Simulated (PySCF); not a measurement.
# Sn(NMe2)Me3: geometry, NMR shifts and electronic excitations

What NMR shifts and electronic excitations should Sn(NMe2)Me3 (`C[N](C)[Sn]([CH3])([CH3])[CH3]`) show?

Computed with PySCF 2.14.0, with density-fitted response routines of our own, on a single molecule in the gas phase. Atoms are numbered from 0 throughout.

## 1. The starting structure

22 atoms, charge 0, multiplicity 1; geometry from: GFN2-xTB. The atoms were then displaced at random by about 0.03 Å, so the start is not that level's minimum.

Bonds of the start (Å): Sn0–N1 2.09, Sn0–C10 2.14, Sn0–C14 2.27, Sn0–C18 2.19, N1–C2 1.42, N1–C3 1.44, C2–H4 1.06, C2–H5 1.09, C2–H6 1.19, C3–H7 1.10, C3–H8 1.01, C3–H9 1.18, C10–H11 1.09, C10–H12 1.07, C10–H13 1.09, C14–H15 1.06, C14–H16 1.15, C14–H17 1.11, C18–H19 1.09, C18–H20 1.11, C18–H21 1.12.

## 2. Relaxing the molecule at PBE0-D3(BJ)/def2-SVP

Job settings and geometry (Å):

```
{"job": {"xc": "PBE0", "basis": "def2-SVP", "d3": "d3bj", "grid": 1, "maxiter": 40, "shake": 0.03, "kind": "geom"}, "charge": 0, "multiplicity": 1}
Sn     0.019410    -0.071960    -0.744360
N     -0.398290     0.032980     1.301890
C      0.123570     1.149950     2.007820
C     -0.097420    -1.170910     2.036640
H     -0.346990     1.237470     2.956400
H      0.035740     2.091940     1.463560
H      1.281830     1.021670     2.249480
H     -0.574720    -1.996120     1.479570
H      0.851740    -1.376700     2.322690
H     -0.732210    -1.101660     3.031140
C      2.085210    -0.003210    -1.289470
H      2.612660    -0.891290    -0.930840
H      2.519570     0.902000    -0.915560
H      2.155860     0.052870    -2.373330
C     -1.062080     1.782810    -1.475340
H     -1.286740     1.749330    -2.505850
H     -0.414950     2.723290    -1.357840
H     -1.996610     1.978320    -0.904730
C     -1.080420    -1.820470    -1.466080
H     -1.271000    -1.715190    -2.533200
H     -2.102090    -1.866670    -1.041940
H     -0.486090    -2.753510    -1.267630
```

The run is started by

```sh
> OMP_NUM_THREADS=1 python probes_run.py task.json out
```

One launch serves the whole session: the jobs run in the order shown.

What it wrote:

```text
step   0  E = -468.08532016  max force = 0.125227
step   1  E = -468.11244928  max force = 0.014685
step   2  E = -468.11421599  max force = 0.007869
step   3  E = -468.11482210  max force = 0.003781
step   4  E = -468.11500939  max force = 0.002246
step   5  E = -468.11509635  max force = 0.000949
step   6  E = -468.11513318  max force = 0.000556
step   7  E = -468.11514877  max force = 0.000151
step   8  E = -468.11516625  max force = 0.000354
step   9  E = -468.11518055  max force = 0.000569
step  10  E = -468.11518967  max force = 0.000406
optimisation converged
```

Wall time 9.7 min (1 thread of Intel Xeon at 2.50GHz, shared host); peak memory 0.84 GiB.

Along the way:

```
step  energy from step 0 (eV)  largest force component (eV/Å)
   0                   0.0000                          6.4394
   1                  -0.7382                          0.7551
   2                  -0.7863                          0.4046
   3                  -0.8028                          0.1944
   4                  -0.8079                          0.1155
   5                  -0.8103                          0.0488
   6                  -0.8113                          0.0286
   7                  -0.8117                          0.0078
   8                  -0.8122                          0.0182
   9                  -0.8125                          0.0293
  10                  -0.8128                          0.0209
```

Close pairs (by a distance rule), those that changed most:

```
   bond  before (Å)  after (Å)  change (Å)
Sn0–C14       2.268      2.150      -0.118
  C3–H8       1.012      1.115      +0.102
  C2–H6       1.190      1.114      -0.076
  C3–H9       1.182      1.109      -0.073
C14–H16       1.148      1.099      -0.048
  C2–H4       1.062      1.109      +0.046
C14–H15       1.055      1.100      +0.044
Sn0–C18       2.188      2.149      -0.039
```

The final coordinates are the input of the step that follows.

```
                         at the end point                value
rotational constants (GHz, main isotopes)  1.912, 1.267, 1.131
                        dipole moment (D)                 1.04
```

## 3. NMR shieldings: PBE0/def2-TZVP+pcSseg-1

Job settings and geometry (Å):

```
{"job": {"kind": "nmr", "xc": "PBE0", "basis": {"default": "pcSseg-1", "Sn": "def2-TZVP"}}, "charge": 0, "multiplicity": 1}
Sn    -0.072183    -0.004614    -0.765780
N     -0.298489     0.013869     1.279154
C      0.050552     1.204073     2.002658
C     -0.038636    -1.191341     2.015895
H     -0.507541     1.262838     2.959080
H     -0.211214     2.107220     1.427316
H      1.130826     1.280176     2.265555
H     -0.365765    -2.078555     1.449401
H      1.033106    -1.343606     2.281335
H     -0.600521    -1.198485     2.971654
C      2.013791    -0.080092    -1.321945
H      2.473482    -1.002990    -0.939856
H      2.548907     0.782202    -0.898628
H      2.120806    -0.059525    -2.416518
C     -0.989071     1.818251    -1.442906
H     -1.231281     1.749618    -2.513429
H     -0.314209     2.673119    -1.292938
H     -1.916923     1.992426    -0.879718
C     -1.108781    -1.761585    -1.442792
H     -1.275332    -1.704132    -2.528373
H     -2.082139    -1.836821    -0.937748
H     -0.523404    -2.667104    -1.228399
```

Method: GIAO PBE0/pcSseg-1 Sn:def2-TZVP NMR shielding, scalar relativity only through core potentials, gas phase.

What it wrote:

```text
coarse grid: 76128 points
cycle   1  E = -466.4127010852  dE = -3.495e+01  |g| = 2.957e+00  |ddm| = 3.128e+01
cycle   2  E = -451.0926834369  dE =  1.532e+01  |g| = 9.593e+00  |ddm| = 2.281e+01
cycle   3  E = -468.1727178486  dE = -1.708e+01  |g| = 6.767e-01  |ddm| = 2.144e+01
cycle   4  E = -468.2575106220  dE = -8.479e-02  |g| = 1.743e-01  |ddm| = 9.691e-01
cycle   5  E = -468.2626632602  dE = -5.153e-03  |g| = 8.751e-02  |ddm| = 1.763e-01
cycle   6  E = -468.2641019666  dE = -1.439e-03  |g| = 2.820e-02  |ddm| = 8.066e-02
cycle   7  E = -468.2642686612  dE = -1.667e-04  |g| = 8.908e-03  |ddm| = 3.712e-02
cycle   8  E = -468.2642865565  dE = -1.790e-05  |g| = 1.665e-03  |ddm| = 8.969e-03
cycle   9  E = -468.2642872676  dE = -7.111e-07  |g| = 6.508e-04  |ddm| = 2.412e-03
final grid: 161656 points
cycle  10  E = -468.2643005878  dE =  8.346e-09  |g| = 9.127e-04  |ddm| = 2.628e-03
cycle  11  E = -468.2643003529  dE =  2.349e-07  |g| = 1.339e-03  |ddm| = 1.985e-03
cycle  12  E = -468.2643007971  dE = -4.443e-07  |g| = 9.324e-05  |ddm| = 1.179e-03
cycle  13  E = -468.2643007989  dE = -1.776e-09  |g| = 1.809e-05  |ddm| = 9.434e-05
cycle  14  E = -468.2643007990  dE = -7.299e-11  |g| = 5.042e-06  |ddm| = 1.977e-05
converged SCF energy = -468.2643007990

GIAO shielding tensors (ppm)
atom      isotropic    diamagn.    paramagn.     s11        s22        s33       span
  0 Sn         nan         nan         nan        nan        nan        nan        nan
  1 N      237.428     329.522     -92.094    209.518    228.132    274.635     65.118
  2 C      141.252     245.707    -104.455    116.265    123.512    183.979     67.714
  3 C      141.147     245.697    -104.550    116.138    123.345    183.959     67.820
  4 H       28.842      29.473      -0.630     24.026     25.680     36.821     12.795
  5 H       28.522      32.383      -3.861     22.386     28.328     34.852     12.466
  6 H       28.795      30.678      -1.882     23.285     26.898     36.202     12.917
  7 H       28.518      32.366      -3.849     22.370     28.301     34.882     12.511
  8 H       28.791      30.660      -1.869     23.290     26.884     36.199     12.909
  9 H       28.842      29.468      -0.625     24.018     25.685     36.823     12.804
 10 C      193.004     254.147     -61.143    190.514    191.529    196.969      6.455
 11 H       31.203      31.794      -0.591     25.422     28.641     39.547     14.125
 12 H       31.186      31.865      -0.679     25.377     28.668     39.513     14.137
 13 H       31.378      29.699       1.679     25.731     28.276     40.127     14.396
 14 C      191.745     253.873     -62.128    185.678    192.298    197.258     11.580
 15 H       31.306      29.627       1.679     25.496     28.224     40.199     14.702
 16 H       30.980      31.388      -0.408     25.386     28.333     39.221     13.836
 17 H       31.074      31.693      -0.619     25.425     28.246     39.550     14.125
 18 C      191.858     253.842     -61.984    186.050    192.157    197.367     11.317
 19 H       31.330      29.616       1.715     25.558     28.221     40.210     14.652
 20 H       31.076      31.573      -0.497     25.468     28.126     39.633     14.165
 21 H       30.971      31.438      -0.467     25.359     28.361     39.192     13.833
```

It took 3.2 min on 1 thread of Intel Xeon at 2.50GHz, shared host; peak memory 1.1 GiB.

The references, computed at this level on geometries of the same kind, shield at (ppm): 1H TMS 31.27, 13C TMS 184.4, 15N NH3 265.7. Their shielding less the atom's gives the shift. The references are single molecules in the gas phase, so shifts against H2O, NH3, PH3, H3PO4 or CFCl3 are not on the usual liquid scales and can be off by tens of ppm. Atoms listed in one row are averaged.

```
                             atoms                        environment  σ (ppm)  δ (ppm)
                            C2, C3            carbon bonded to N, 3 H    141.2     43.2
                     C10, C14, C18           carbon bonded to Sn, 3 H    192.2     -7.8
            H4, H5, H6, H7, H8, H9   hydrogen on a carbon bonded to N    28.72     2.55
H11, H12, H13, H15, H16 and 4 more  hydrogen on a carbon bonded to Sn    31.17     0.10
                                N1         nitrogen bonded to 2 C, Sn    237.4     28.2
```

Atoms past Kr carry core potentials, so their printed shieldings have no meaning and are left out of the table.

The run also stored atomic charges by several schemes (e):

```
        atoms  Mulliken  ESP fit
          Sn0      0.69     1.09
           N1     -0.82    -0.41
       C2, C3     -0.08    -0.30
C10, C14, C18     -0.54    -0.75
```

Mayer bond orders: Sn0–N1 0.83, Sn0–C10 1.00, Sn0–C14 1.02, Sn0–C18 1.02, N1–C2 0.99, N1–C3 0.99.

With diffuse functions Mulliken charges and Mayer bond orders lose their meaning; the other schemes are steadier.

Orbitals, density, ELF and potential are computed afterwards from the orbital file.

Frontier orbitals at PBE0/def2-TZVP+pcSseg-1, with the share of their density that lies nearest to each atom:

```
orbital  energy (eV)                                                              lies on
   HOMO        -5.56                                       N1 63 %; H6, H8 about 7 % each
   LUMO         0.62  H13, H15, H19 about 9 % each; Sn0 9 %; C10, C14, C18 about 6 % each
```

ELF in a plane through or near 8 of the atoms.

Ten even steps from '0' (0.00) to '9' (1.00):
```
0000000000000000000000000000
0000000000000000000000000000
0000000000110000000000000000
0000000026995000000000000000
0000000069999100797200000000
0000000148998104999600000000
0000013334774004999634410000
0000002235764100465478840000
0000000124322112471178730000
0000000022377427667411000000
0000000022377427667410000000
0000000134322112471177620000
0000013345764100466378740000
0000035434763004998544410000
0000001148998005999500000000
0000000069999100896200000000
0000000015995000000000000000
0000000000110000000000000000
0000000000000000000000000000
0000000000000000000000000000
```
The map spans 11.1 Å across and 10.6 Å up, centred on the molecule. Atoms in the plane (x, y in Å): Sn0 (-0.8, 0.0), N1 (1.3, 0.0), C2 (2.0, 1.2), C3 (2.0, -1.2), H5 (1.4, 2.1), H7 (1.4, -2.1), H16 (-1.3, 2.7), H21 (-1.3, -2.7).

log10 of the density (e/Å³) in the same plane.

Values, 10 rows by 14 columns:
```
-4.0 -4.0 -4.0 -4.0 -4.0 -4.0 -4.0 -4.0 -4.0 -4.0 -4.0 -4.0 -4.0 -4.0
-4.0 -4.0 -4.0 -3.5 -2.7 -2.3 -2.6 -3.3 -3.5 -3.5 -3.9 -4.0 -4.0 -4.0
-4.0 -4.0 -3.5 -2.4 -1.3 -0.5 -1.1 -2.1 -1.6 -1.6 -2.2 -3.0 -3.9 -4.0
-4.0 -4.0 -2.8 -1.5 -0.7 -0.2 -0.8 -1.5 -0.3  0.1 -0.5 -1.4 -2.7 -3.9
-4.0 -4.0 -3.1 -1.9 -1.0 -0.3  0.0 -0.7 -0.3  0.4  0.0 -1.0 -2.4 -3.7
-4.0 -4.0 -3.3 -2.1 -1.0  0.4  1.3 -0.1  0.4  0.1 -0.8 -1.6 -2.7 -3.8
-4.0 -3.9 -2.7 -1.5 -0.8 -0.3 -0.6 -1.2 -0.4  1.4  0.1 -1.0 -2.4 -3.7
-4.0 -4.0 -2.9 -1.8 -0.9 -0.1 -0.8 -1.7 -0.7 -0.6 -1.4 -2.1 -3.2 -4.0
-4.0 -4.0 -4.0 -3.0 -2.1 -1.5 -1.9 -2.8 -2.7 -2.7 -3.1 -3.9 -4.0 -4.0
-4.0 -4.0 -4.0 -4.0 -3.7 -3.5 -3.7 -4.0 -4.0 -4.0 -4.0 -4.0 -4.0 -4.0
```
The map spans 11.1 Å across and 10.6 Å up, centred on the molecule. Atoms in the plane (x, y in Å): Sn0 (-0.8, 0.0), N1 (1.3, 0.0), C2 (2.0, 1.2), C3 (2.0, -1.2), H5 (1.4, 2.1), H7 (1.4, -2.1), H16 (-1.3, 2.7), H21 (-1.3, -2.7).

On the surface of density 0.002 e/bohr³ the electrostatic potential runs, from the 1st to the 99th percentile, from -1.22 V near N1 to 0.85 V near H13.

## 4. Excited states and response: B3LYP/def2-SVPD

Same as in step 3 but for these lines:

```diff
@@ -1,2 +1,2 @@
-{"job": {"kind": "nmr", "xc": "PBE0", "basis": {"default": "pcSseg-1", "Sn": "def2-TZVP"}}, "charge": 0, "multiplicity": 1}
+{"job": {"kind": "uv", "xc": "B3LYP", "basis": "def2-SVPD", "ip": false, "nstates": 10}, "charge": 0, "multiplicity": 1}
 Sn    -0.072183    -0.004614    -0.765780
```

Level: TDDFT B3LYP/def2-SVPD, vertical, gas phase, core orbitals frozen in the response.

What it wrote:

```text
coarse grid: 76128 points
cycle   1  E = -465.9075271952  dE = -2.110e+01  |g| = 3.278e+00  |ddm| = 2.083e+01
cycle   2  E = -409.7166973241  dE =  5.619e+01  |g| = 1.053e+01  |ddm| = 1.996e+02
cycle   3  E = -468.3331209667  dE = -5.862e+01  |g| = 8.109e-01  |ddm| = 2.001e+02
cycle   4  E = -468.4637457681  dE = -1.306e-01  |g| = 3.523e-01  |ddm| = 2.991e+00
cycle   5  E = -468.4943701827  dE = -3.062e-02  |g| = 1.531e-01  |ddm| = 8.443e-01
cycle   6  E = -468.5001096458  dE = -5.739e-03  |g| = 5.384e-02  |ddm| = 2.315e-01
cycle   7  E = -468.5007007311  dE = -5.911e-04  |g| = 2.119e-02  |ddm| = 8.477e-02
cycle   8  E = -468.5007934014  dE = -9.267e-05  |g| = 3.994e-03  |ddm| = 3.163e-02
cycle   9  E = -468.5007967414  dE = -3.340e-06  |g| = 1.855e-03  |ddm| = 7.923e-03
final grid: 161656 points
cycle  10  E = -468.5007761627  dE =  1.392e-06  |g| = 3.159e-03  |ddm| = 2.061e-02
cycle  11  E = -468.5007706780  dE =  5.485e-06  |g| = 5.662e-03  |ddm| = 1.220e-02
cycle  12  E = -468.5007787307  dE = -8.053e-06  |g| = 4.579e-04  |ddm| = 7.757e-03
cycle  13  E = -468.5007787790  dE = -4.834e-08  |g| = 3.744e-05  |ddm| = 5.758e-04
cycle  14  E = -468.5007787794  dE = -3.811e-10  |g| = 8.839e-06  |ddm| = 7.024e-05
converged SCF energy = -468.5007787794

Static polarisability (au): isotropic 114.184, principal 109.055 115.366 118.130

Singlet excitations
state   eV       nm        f      main configurations
  1   4.5137    274.7   0.00521   H->L 0.96
  2   5.3065    233.6   0.02769   H->L+1 0.89
  3   5.3691    230.9   0.00176   H->L+2 0.98
  4   5.5434    223.7   0.00115   H->L+4 0.53, H->L+3 0.38
  5   5.5770    222.3   0.06248   H->L+3 0.52, H->L+4 0.43
  6   6.3661    194.8   0.00019   H->L+5 0.98
  7   6.4055    193.6   0.00170   H->L+6 0.90
  8   6.4581    192.0   0.00220   H->L+7 0.72, H->L+8 0.24
  9   6.6202    187.3   0.01405   H->L+8 0.67, H->L+7 0.22
 10   6.7592    183.4   0.11014   H-1->L 0.95

Triplet excitations (Tamm-Dancoff, eV): 4.3747 5.0882 5.2276 5.3352
```

Run time: 4 min. Hardware: 1 thread of Intel Xeon at 2.50GHz, shared host; peak memory 1.3 GiB.

The orbitals next to the gap, with their largest atomic shares:

```
orbital     eV                         atoms
 HOMO−3  -8.21   N1 34 %, Sn0 13 %, C10 11 %
 HOMO−2  -7.74  C18 28 %, C14 27 %, Sn0 20 %
 HOMO−1  -7.69  C10 25 %, Sn0 19 %, C14 13 %
   HOMO  -5.43     N1 57 %, C2 10 %, C3 10 %
   LUMO  -0.16    Sn0 30 %, C10 9 %, C18 7 %
 LUMO+1   0.70    Sn0 10 %, C10 8 %, C18 7 %
 LUMO+2   0.73   C14 12 %, C18 12 %, Sn0 9 %
```

With each of the 10 states as a Gaussian band of 0.4 eV half-width at 1/e, the curve within the window shown has maxima at 226 nm (ε 3,400), 184 nm (ε 5,100) L/(mol cm). Beyond the last state computed it falls off for lack of states. The curve at chosen wavelengths:

| nm | ε (L/mol/cm) |
| --- | --- |
| 176 | 2726 |
| 182 | 4837 |
| 187 | 4794 |
| 193 | 2975 |
| 199 | 1368 |
| 204 | 972 |
| 210 | 1493 |
| 215 | 2342 |
| 221 | 3208 |
| 227 | 3418 |
| 232 | 3064 |
| 238 | 2290 |
| 244 | 1488 |
| 249 | 965 |
| 255 | 563 |
| 261 | 361 |
| 266 | 287 |
| 272 | 249 |
| 278 | 223 |
| 283 | 197 |
| 289 | 159 |
| 294 | 125 |
| 300 | 87 |
| 306 | 57 |
| 311 | 38 |
| 317 | 23 |

Leading natural transition orbitals of singlet state 10: the hole lies on C10 24 %; Sn0 17 %; C14, C18 about 11 % each; the particle on H13, H15, H19 about 11 % each; 4 H atoms about 8 % each.

Leading natural transition orbitals of singlet state 1: the hole lies on N1 64 %; H6, H8 about 7 % each; the particle on 5 H atoms about 8 % each; 4 H atoms about 6 % each.

Further results of this job:

```
           property  computed
  dipole moment (D)      0.98
polarisability (Å³)     16.92
 HOMO–LUMO gap (eV)      5.27
      −ε(HOMO) (eV)      5.43
```

## 5. Shielding tensors: wB97X-D/def2-TZVP+pcSseg-1

Same as in step 4 but for these lines:

```diff
@@ -1,2 +1,2 @@
-{"job": {"kind": "uv", "xc": "B3LYP", "basis": "def2-SVPD", "ip": false, "nstates": 10}, "charge": 0, "multiplicity": 1}
+{"job": {"kind": "nmr", "xc": "wB97X-D", "basis": {"default": "pcSseg-1", "Sn": "def2-TZVP"}, "pop": false}, "charge": 0, "multiplicity": 1}
 Sn    -0.072183    -0.004614    -0.765780
```

With the program's defaults for keys left out, this is: GIAO wB97X-D/pcSseg-1 Sn:def2-TZVP NMR shielding, scalar relativity only through core potentials, gas phase.

What it wrote:

```text
coarse grid: 76128 points
cycle   1  E = -467.1544461656  dE = -3.529e+01  |g| = 2.636e+00  |ddm| = 3.136e+01
cycle   2  E = -467.3525564619  dE = -1.981e-01  |g| = 2.882e+00  |ddm| = 7.159e+00
cycle   3  E = -468.5586897502  dE = -1.206e+00  |g| = 1.544e-01  |ddm| = 2.937e+00
cycle   4  E = -468.5650497588  dE = -6.360e-03  |g| = 7.932e-02  |ddm| = 4.191e-01
cycle   5  E = -468.5663798658  dE = -1.330e-03  |g| = 3.243e-02  |ddm| = 8.408e-02
cycle   6  E = -468.5666254325  dE = -2.456e-04  |g| = 5.441e-03  |ddm| = 3.220e-02
cycle   7  E = -468.5666481417  dE = -2.271e-05  |g| = 2.169e-03  |ddm| = 2.067e-02
cycle   8  E = -468.5666510285  dE = -2.887e-06  |g| = 7.592e-04  |ddm| = 6.262e-03
final grid: 161656 points
cycle   9  E = -468.5634963302  dE = -1.210e-05  |g| = 1.646e-03  |ddm| = 1.640e-02
cycle  10  E = -468.5634966459  dE = -3.157e-07  |g| = 1.119e-03  |ddm| = 2.899e-03
cycle  11  E = -468.5634968489  dE = -2.030e-07  |g| = 1.006e-04  |ddm| = 1.222e-03
cycle  12  E = -468.5634968565  dE = -7.608e-09  |g| = 7.658e-05  |ddm| = 3.595e-04
cycle  13  E = -468.5634968587  dE = -2.156e-09  |g| = 2.505e-05  |ddm| = 1.296e-04
cycle  14  E = -468.5634968591  dE = -4.624e-10  |g| = 6.515e-06  |ddm| = 9.442e-05
converged SCF energy = -468.5634968591

GIAO shielding tensors (ppm)
atom      isotropic    diamagn.    paramagn.     s11        s22        s33       span
  0 Sn         nan         nan         nan        nan        nan        nan        nan
  1 N      243.205     329.396     -86.190    213.394    237.972    278.250     64.856
  2 C      141.629     245.338    -103.709    117.441    123.830    183.615     66.174
  3 C      141.526     245.324    -103.798    117.327    123.663    183.589     66.263
  4 H       28.965      29.588      -0.623     24.190     25.774     36.932     12.742
  5 H       28.702      32.526      -3.824     22.552     28.535     35.019     12.467
  6 H       28.953      30.896      -1.943     23.543     26.977     36.339     12.796
  7 H       28.697      32.506      -3.810     22.535     28.508     35.048     12.512
  8 H       28.948      30.877      -1.929     23.549     26.961     36.335     12.786
  9 H       28.965      29.583      -0.618     24.183     25.780     36.933     12.750
 10 C      193.468     253.637     -60.170    191.409    192.242    196.751      5.342
 11 H       31.345      31.865      -0.521     25.610     28.751     39.672     14.062
 12 H       31.330      31.942      -0.612     25.569     28.779     39.643     14.073
 13 H       31.514      29.727       1.787     25.873     28.402     40.268     14.395
 14 C      192.525     253.405     -60.881    187.051    193.125    197.398     10.347
 15 H       31.441      29.640       1.800     25.633     28.341     40.348     14.716
 16 H       31.129      31.460      -0.331     25.555     28.474     39.358     13.802
 17 H       31.211      31.768      -0.557     25.548     28.396     39.687     14.139
 18 C      192.640     253.371     -60.732    187.421    192.954    197.546     10.125
 19 H       31.465      29.630       1.836     25.697     28.339     40.360     14.663
 20 H       31.213      31.641      -0.428     25.594     28.274     39.771     14.177
 21 H       31.120      31.510      -0.391     25.529     28.502     39.328     13.800
```

Run time: 3 min. Hardware: 1 thread of Intel Xeon at 2.50GHz, shared host; peak memory 1.3 GiB.

Key values: δ C2 43.0, C10 -8.3, N1 20.8, H4 2.51, H11 0.07 ppm (means over like atoms).

## 6. Comparing the runs: NMR shifts

Shifts (ppm), means over like atoms, with basis size and wall time:

```
                       run    C2   C10    H4   H11    N1  functions     time
   PBE0/def2-TZVP+pcSseg-1  43.2  -7.8  2.55  0.10  28.2        227  3.2 min
wB97X-D/def2-TZVP+pcSseg-1  43.0  -8.3  2.51  0.07  20.8        227    3 min
```

## 7. What came out

| quantity | value |
| --- | --- |
| rotational constants (main isotopes) | 1.91, 1.27, 1.13 GHz |
| 13C shifts against TMS (PBE0/def2-TZVP+pcSseg-1, means over atoms taken as alike) | 43.2, -7.8 ppm |
| 1H shifts against TMS (PBE0/def2-TZVP+pcSseg-1, means over atoms taken as alike) | 2.55, 0.10 ppm |
| 15N shifts against NH3 (PBE0/def2-TZVP+pcSseg-1) | 28.2 ppm |
| surface potential, 1st and 99th percentile | -1.22 V and 0.85 V |
| lowest singlet (B3LYP/def2-SVPD) | 4.51 eV (275 nm), f = 0.005 |
| brightest single state of those computed | state 10, 6.76 eV, f = 0.110 |
| lowest triplet | 4.37 eV |
| range of the shift of N1 | 20.8 to 28.2 ppm |

**Reading.** The start was shaken at random, so part of the energy gained undoes that. Over 10 steps the energy fell by 0.813 eV; of the close pairs, Sn0–C14 changed most, 2.268 to 2.150 Å. No frequency check was run at this level, so the end point may be a saddle. The first singlet state (HOMO→LUMO 0.96) lies at 4.51 eV and is weak; of the 10 states computed, the strongest absorption comes from state 10 at 6.76 eV (the last computed, so partners may be missing). The lowest triplet lies 0.14 eV below the lowest singlet (triplets in Tamm-Dancoff, singlets in full TDDFT). Spin-orbit coupling, left out, mixes singlets and triplets in elements this heavy. States above −ε(HOMO) lie where TDDFT describes them poorly and they hang on the basis; the brightest is among them. Across the 2 runs the shift of N1 moves most, between 20.8 (wB97X-D/def2-TZVP+pcSseg-1) and 28.2 ppm (PBE0/def2-TZVP+pcSseg-1). Spin-orbit coupling is left out, which matters for shieldings and couplings at and beside the heavy atoms.
